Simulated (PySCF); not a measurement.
# [DyH3(H2O)]+: other functionals and bases at one geometry

Aim: see how levels, charges and forces of [DyH3(H2O)]+ depend on the level of theory. The structure is generated, not taken from experiment.

Program: PySCF 2.14.0. Level of theory: several levels, as the steps say, no spin–orbit coupling. These are calculated values, not measurements.

1 further run of the same task is left out (for a known fault of the program).

### 1 Starting geometry

7 atoms, charge 1, spin multiplicity 1.

Bond lengths: Dy1–H2 1.849 Å, Dy1–H3 1.849 Å, Dy1–H4 1.849 Å, Dy1–O5 2.250 Å, O5–H6 0.975 Å, O5–H7 0.975 Å. Angles: H2–Dy1–H3 109.5°, H2–Dy1–H4 112.0°, H2–Dy1–O5 110.5°, H3–Dy1–H4 109.5°, H3–Dy1–O5 104.5°, H4–Dy1–O5 110.5°, Dy1–O5–H6 126.7°, Dy1–O5–H7 126.7°, H6–O5–H7 106.6°.

As a file:

```xyz
7
charge 1, multiplicity 1
Dy    0.1760   -0.1143    0.1143
H     1.2091    0.9444    1.2236
H    -0.9815   -1.1341    1.1341
H     1.2091   -1.2236   -0.9444
O    -1.1712    1.1597   -1.1597
H    -1.5243    2.0401   -0.9347
H    -1.5243    0.9347   -2.0401
```

Formal oxidation states: Dy +4. Each metal's 8 4f electrons lie in its core potential, so multiplicities, spins and levels count the valence alone. An earlier session relaxed this geometry at PBE0, Dy lcecp-2-SVP with ECP54, H def2-SVP, O def2-SVP (singlet, point group Cs).

At PBE0 on the finer grid: E = -121.786676 Eh, frontier levels not given, since the 4f levels lie in the core, Mulliken charge on Dy1 +0.92 e, largest force component 0.005 eV/Å. 

Levels to run: M06-L; HF; PBE0, TZVP. Hardware: 2 threads of Arm Neoverse V1, shared host.

### 2 M06-L

run.py (the lines that set the calculation)

```python
mol = gto.M(atom='''
Dy     0.17604    -0.11426     0.11426
H      1.20913     0.94438     1.22361
H     -0.98153    -1.13414     1.13414
H      1.20913    -1.22361    -0.94438
O     -1.17117     1.15967    -1.15967
H     -1.52427     2.04007    -0.93473
H     -1.52427     0.93473    -2.04007''',
    basis={'Dy': 'lcecp-2-SVP', 'H': 'def2-SVP', 'O': 'def2-SVP'},
    ecp={'Dy': 'lcecp-2-SVP'},
    charge=1, spin=0)
mf = dft.RKS(mol, xc='M06L')
mf.grids.atom_grid = (75, 302)  # f atoms: unpruned, at least (60, 302)
mf = mf.density_fit()  # fitting sets: Dy AutoAux, H def2-universal-JKFIT, O def2-universal-JKFIT
mf.conv_tol = 1e-08; mf.max_cycle = 55
mf.kernel(dm0)  # dm0: the density of the relaxed state
```

On the command line:

```bash
OMP_NUM_THREADS=2 python run.py
```

### 3 HF

Edit run.py (the lines that set the calculation) of step 2 so:

```diff
@@ -11,4 +11,3 @@
     charge=1, spin=0)
-mf = dft.RKS(mol, xc='M06L')
-mf.grids.atom_grid = (75, 302)  # f atoms: unpruned, at least (60, 302)
+mf = scf.RHF(mol)
 mf = mf.density_fit()  # fitting sets: Dy AutoAux, H def2-universal-JKFIT, O def2-universal-JKFIT
```

### 4 PBE0, TZVP

Basis: Dy lcecp-2-TZVP with ECP54, H def2-TZVP, O def2-TZVP. 

run.py (the lines that set the calculation)

```python
mol = gto.M(atom='''
Dy     0.17604    -0.11426     0.11426
H      1.20913     0.94438     1.22361
H     -0.98153    -1.13414     1.13414
H      1.20913    -1.22361    -0.94438
O     -1.17117     1.15967    -1.15967
H     -1.52427     2.04007    -0.93473
H     -1.52427     0.93473    -2.04007''',
    basis={'Dy': 'lcecp-2-TZVP', 'H': 'def2-TZVP', 'O': 'def2-TZVP'},
    ecp={'Dy': 'lcecp-2-TZVP'},
    charge=1, spin=0)
mf = dft.RKS(mol, xc='PBE0')
mf.grids.atom_grid = (75, 302)  # f atoms: unpruned, at least (60, 302)
mf = mf.density_fit()  # fitting sets: Dy AutoAux, H def2-universal-JKFIT, O def2-universal-JKFIT
mf.conv_tol = 1e-08; mf.max_cycle = 55
mf.kernel(dm0)  # dm0: free metal ions and neutral atoms
```

What does the calculation give? Wanted: for each run, charge on Dy1; dipole; largest force.

The runs gave:

| level | state | charge on Dy1 (e) | dipole (D) | largest force (eV/Å) | basis functions | time |
| --- | --- | --- | --- | --- | --- | --- |
| PBE0 (relaxed here) | singlet | 0.92 | 6.44 | 0.01 | 69 | 7.4 s |
| M06-L | singlet | 1.19 | 6.31 | 0.16 | 69 | 4.9 s |
| HF | singlet | 1.27 | 6.94 | 0.81 | 69 | 1.3 s |
| PBE0, TZVP | singlet | 1.08 | 6.48 | 0.22 | 108 | 7.8 s |

Times are on 2 threads of Arm Neoverse V1, shared host; the first row also made further properties. The dipole of a charged species depends on the origin, so these sizes hold for this origin alone.

The largest leftover force, 0.81 eV/Å with HF, stands at a geometry relaxed at another level. The Mulliken charge on Dy spans +0.92 to +1.27 e over the levels. With 4f in the core, its levels are missing from HOMO and gap. Total energies of different levels can't be compared. Spin–orbit coupling is left out throughout.
